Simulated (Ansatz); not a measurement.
A nudged elastic band was laid between two geometries of a periodic cell of 17 atoms, LiSi16 (host Si, host structure diamond, interstitial Li).

Theory: DFT PBE, scalar-relativistic, plane waves, PAW in Ansatz. Settings: PAW set soft_1, cutoff 420 eV, k mesh 2x2x2, gaussian smearing 0.05 eV, spin collinear.

```
movable images  : 7
climbing image  : yes
spring          : 5.0 eV/Å²
optimiser       : fire
start path      : straight line
force threshold : 0.05 eV/Å
iteration limit : 29
end points      : relaxed
```

Initial state:

```xyz
17
Lattice="0.0000 5.4300 5.4300 5.4300 0.0000 5.4300 5.4300 5.4300 0.0000" Properties=species:S:1:pos:R:3
Si -0.069 0.064 0.010
Si 1.315 1.412 1.399
Si 2.683 2.742 0.031
Si 4.013 4.110 1.399
Si 2.703 0.064 2.783
Si 4.033 1.393 4.111
Si 5.361 2.722 2.783
Si 6.745 4.110 4.131
Si -0.053 2.740 2.767
Si 1.317 4.109 4.094
Si 2.685 5.479 2.767
Si 4.029 6.826 4.114
Si 2.705 2.720 5.439
Si 4.050 4.109 6.827
Si 5.377 5.479 5.459
Si 6.747 6.805 6.827
Li 6.748 4.107 1.396
```

Final state:

```xyz
17
Lattice="0.0000 5.4300 5.4300 5.4300 0.0000 5.4300 5.4300 5.4300 0.0000" Properties=species:S:1:pos:R:3
Si -0.047 -0.046 -0.026
Si 1.322 1.323 1.303
Si 2.693 2.694 -0.021
Si 4.040 4.041 1.326
Si 2.708 -0.069 2.647
Si 4.052 1.318 4.033
Si 5.383 2.689 2.669
Si 6.752 4.018 4.038
Si -0.069 2.709 2.647
Si 1.317 4.053 4.033
Si 2.688 5.384 2.670
Si 4.017 6.753 4.038
Si 2.701 2.702 5.417
Si 4.029 4.030 6.745
Si 5.361 5.361 5.424
Si 6.747 6.748 6.769
Li 6.742 6.743 4.028
```

Task: Which bonds break or form, and what moves?

Result: Contacts lost: Si1–Li17, Si4–Li17, Si7–Li17, Si14–Li17. Contacts made: Si6–Li17, Si9–Li17, Si12–Li17, Si15–Li17. The atom that moves furthest is Li17, by 3.73 Å; four of its nearest neighbours are Si13 2.40, Si7 2.40, Si1 2.40, Si5 2.40 Å at the first end and Si5 2.40, Si9 2.40, Si15 2.40, Si13 2.41 Å at the last.

Task: What energy profile does the band end with?

Result: The run ended unconverged. The highest image is number 6 of 0 to 8, 0.51 eV above the ends, which have the same energy within 2 meV. The band didn't meet its force threshold, so its energies are provisional: the largest band force was still 0.09 eV/Å, and over the last iterations the top stayed at 0.51 eV. Limits of this set-up: coarse k mesh, a small cell, in which the defect meets its images.

| image | path coordinate (Å) | energy (eV) | Si1–Li17 (Å) | Si4–Li17 (Å) | Si7–Li17 (Å) |
| --- | --- | --- | --- | --- | --- |
| 0 | 0.00 | 0.00 | 2.40 | 2.73 | 2.40 |
| 1 | 0.58 | 0.22 | 2.33 | 2.50 | 2.33 |
| 2 | 1.17 | 0.51 | 2.34 | 2.35 | 2.34 |
| 3 | 1.76 | 0.29 | 2.46 | 2.33 | 2.46 |
| 4 | 2.36 | 0.01 | 2.71 | 2.41 | 2.71 |
| 5 | 2.96 | 0.28 | 3.09 | 2.86 | 3.09 |
| 6 | 3.55 | 0.51 | 3.54 | 3.45 | 3.54 |
| 7 | 4.13 | 0.23 | 4.01 | 4.07 | 4.01 |
| 8 | 4.71 | 0.00 | 4.49 | 4.68 | 4.49 |

Time of the run: 13 min on 2 threads of Arm Neoverse V2 (shared host), peak memory 1.6 GiB.
